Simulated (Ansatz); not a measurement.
**FH₇OSi₃: a ladder of functionals and wavefunction methods**

An exercise on one series of results from a longer session: the logs are not shown, and one member is left open.

The runs use Ansatz 0.2.0, Gaussian basis; functionals in def2-TZVPP, the program's frozen cores in correlated methods.

The runs, in order: LDA (SPW92), PBE-D4, revPBE-D4, BLYP-D4, r2SCAN-D4, B97M-V, PBE0-D4, B3LYP-D4, r2SCANh-D4, r2SCAN0-D4, HSE06-D4, BHLYP-D4, CAM-B3LYP-D4, LC-ωPBE, ωB97X-V, ωB97M-V, B2PLYP, PBE-QIDH; CCSD(T)/def2-SVP; CCSD(T)/def2-TZVPP; MP2/def2-QZVPP; extrapolation to the limit; RPA on PBE.

## The relaxed structure

All runs share one geometry, relaxed beforehand with PBE0-D4 in a triple-zeta def2 set.

SMILES `O[SiH](F)[SiH2][SiH3]`, 12 atoms, charge 0, spin multiplicity 1.

Atoms are counted from 1 here; the program's logs count them from 0.

Bond lengths: O1–Si2 1.636 Å, O1–H6 0.958 Å, Si2–F3 1.604 Å, Si2–Si4 2.346 Å, Si2–H7 1.480 Å, Si4–Si5 2.339 Å, Si4–H8 1.490 Å, Si4–H9 1.492 Å, Si5–H10 1.487 Å, Si5–H11 1.488 Å, Si5–H12 1.486 Å. Angles: Si2–O1–H6 118.6°, O1–Si2–F3 110.1°, O1–Si2–Si4 113.3°, O1–Si2–H7 105.3°, F3–Si2–Si4 106.4°, F3–Si2–H7 107.3°, Si4–Si2–H7 114.4°, Si2–Si4–Si5 110.9°, Si2–Si4–H8 108.8°, Si2–Si4–H9 108.8°, Si5–Si4–H8 110.4°, Si5–Si4–H9 109.9°, H8–Si4–H9 108.0°, Si4–Si5–H10 110.8°, Si4–Si5–H11 109.5°, Si4–Si5–H12 109.7°, H10–Si5–H11 108.8°, H10–Si5–H12 109.1° and more.

The first run:

in.yaml

```yaml
crystal:
  periodic: [false, false, false]
  atoms:
    - {symbol: O, position_ang: [-3.018632, -0.211263, 0.233437]}
    - {symbol: Si, position_ang: [-1.479480, -0.279130, 0.783857]}
    - {symbol: F, position_ang: [-1.204530, 0.928762, 1.802784]}
    - {symbol: Si, position_ang: [0.122836, -0.087254, -0.918576]}
    - {symbol: Si, position_ang: [2.266771, 0.178023, -0.022790]}
    - {symbol: H, position_ang: [-3.250328, 0.472139, -0.397309]}
    - {symbol: H, position_ang: [-1.397069, -1.536526, 1.560844]}
    - {symbol: H, position_ang: [0.064748, -1.307258, -1.772642]}
    - {symbol: H, position_ang: [-0.219670, 1.088414, -1.771736]}
    - {symbol: H, position_ang: [3.289428, 0.215977, -1.102017]}
    - {symbol: H, position_ang: [2.570781, -0.960950, 0.884513]}
    - {symbol: H, position_ang: [2.332045, 1.443667, 0.753635]}
basis:
  gaussian: {orbitals: def2-TZVPP}
hamiltonian: {xc: lda}
output: {orbitals: {seedname: orbitals}}
```

Among the steps run: LDA; PBE-D4 (GGA); revPBE-D4 (GGA); BLYP-D4 (GGA); r2SCAN-D4 (meta-GGA); B97M-V (meta-GGA); PBE0-D4 (hybrid); B3LYP-D4 (hybrid); r2SCANh-D4 (hybrid); r2SCAN0-D4 (hybrid); HSE06-D4 (hybrid); BHLYP-D4 (hybrid); CAM-B3LYP-D4 (range-separated); LC-ωPBE (range-separated); ωB97X-V (range-separated); ωB97M-V (range-separated); B2PLYP (double hybrid); PBE-QIDH (double hybrid).

One table of the session follows, with a row left open; its other results are not shown here.

It belongs to the step «Orbital energies across the functionals». 

```
  functional  HOMO (eV)  gap (eV)
 LDA (SPW92)      -6.86      5.32
      PBE-D4      -6.76      5.43
   revPBE-D4      -6.71      5.48
     BLYP-D4      -6.64      5.45
   r2SCAN-D4      -7.03      5.98
      B97M-V      -7.15      5.87
     PBE0-D4      -7.93      7.42
    B3LYP-D4      -7.74      7.03
  r2SCANh-D4      -7.46      6.69
  r2SCAN0-D4      -8.10      7.75
    HSE06-D4      -7.54      6.65
    BHLYP-D4          ?         ?
CAM-B3LYP-D4      -9.21      9.70
     LC-ωPBE     -10.48     12.09
     ωB97X-V     -10.17     11.65
     ωB97M-V      -9.93     11.09
```

Estimate the missing values for BHLYP-D4.

Worked estimate for «HOMO (eV)». Against the share of exact exchange, BLYP-D4 (0, -6.64), B3LYP-D4 (0.2, -7.74) give a slope of -5.50 per unit share; at 0.5 the line stands at -9.39.

**Answer.** HOMO (eV): -9.00; gap (eV): 9.36. In «HOMO (eV)» the line misses by -0.39.
